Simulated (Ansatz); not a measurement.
# H5SbSi: ladder of basis sets in Python

All numbers are computed with Ansatz 0.2.0 through its Python package. The levels of theory stand in the script.

## (1) Starting point

Bond lengths: Si1–Sb2 2.486 Å, Si1–H3 1.518 Å, Si1–H4 1.443 Å, Si1–H5 1.526 Å, Sb2–H6 1.775 Å, Sb2–H7 1.776 Å. Angles: Si1–Sb2–H6 93.0°, Si1–Sb2–H7 92.2°, H6–Sb2–H7 92.2°, Sb2–Si1–H3 110.9°, Sb2–Si1–H4 110.2°, Sb2–Si1–H5 109.4°, H3–Si1–H4 112.9°, H3–Si1–H5 104.9°, H4–Si1–H5 108.3°.

The script holds or builds the structure itself.

## (2) Script

h5sbsi.py reads:

```python
"""How the energy of H5SbSi converges with the basis."""

import ansatz as az


def main() -> None:
    mol = (
        az.Crystal.molecule()
        .atom("Si", [-0.6154, -0.5947, -0.4099])
        .atom("Sb", [1.1385, 0.1062, 1.2058])
        .atom("H", [-1.9277, -0.8691, 0.3017])
        .atom("H", [-0.1537, -1.7165, -1.1906])
        .atom("H", [-0.9185, 0.5599, -1.3608])
        .atom("H", [0.3746, 1.6825, 1.4953])
        .atom("H", [2.1635, 0.7637, -0.0873])
    )

    calc = mol.calculation().functional("PBE0")

    energies = {}
    for basis in ["def2-SVP", "def2-SVPD", "def2-TZVP", "def2-TZVPP"]:
        summary = calc.basis(gaussian=basis).run().report
        size = summary["n_frozen"] + summary["n_occupied"][0] + summary["n_virtual"][0]
        energies[basis] = (summary["reference_energy_ev"] / 27.211386246, summary["free_energy_ev"] / 27.211386246)
        print(f"{basis:14s} {size:4d} orbitals  reference {energies[basis][0]:14.6f} Ha  total {energies[basis][1]:14.6f} Ha")

    last = energies["def2-TZVPP"][1]
    for basis, (_, total) in energies.items():
        print(f"{basis:14s} lies {27.211386 * (total - last):9.4f} eV above def2-TZVPP")


if __name__ == "__main__":
    main()
```

## (3) The input behind the calls

The engine receives this input (first run):

```yaml
crystal:
  periodic: [false, false, false]
  atoms:
    - { symbol: Si, position_ang: [-0.6154, -0.5947, -0.4099] }
    - { symbol: Sb, position_ang: [1.1385, 0.1062, 1.2058] }
    - { symbol: H, position_ang: [-1.9277, -0.8691, 0.3017] }
    - { symbol: H, position_ang: [-0.1537, -1.7165, -1.1906] }
    - { symbol: H, position_ang: [-0.9185, 0.5599, -1.3608] }
    - { symbol: H, position_ang: [0.3746, 1.6825, 1.4953] }
    - { symbol: H, position_ang: [2.1635, 0.7637, -0.0873] }
basis:
  gaussian:
    orbitals: def2-SVP
hamiltonian:
  xc: pbe0
```

## (4) Launch

The run is started by

```console
$ python h5sbsi.py
```

**Question.** How long does this script take on 1 thread of Intel Xeon 6975P-C (Granite Rapids), shared host, and how much memory does it need?

About 6.6 s, with a peak of 0.36 GiB.
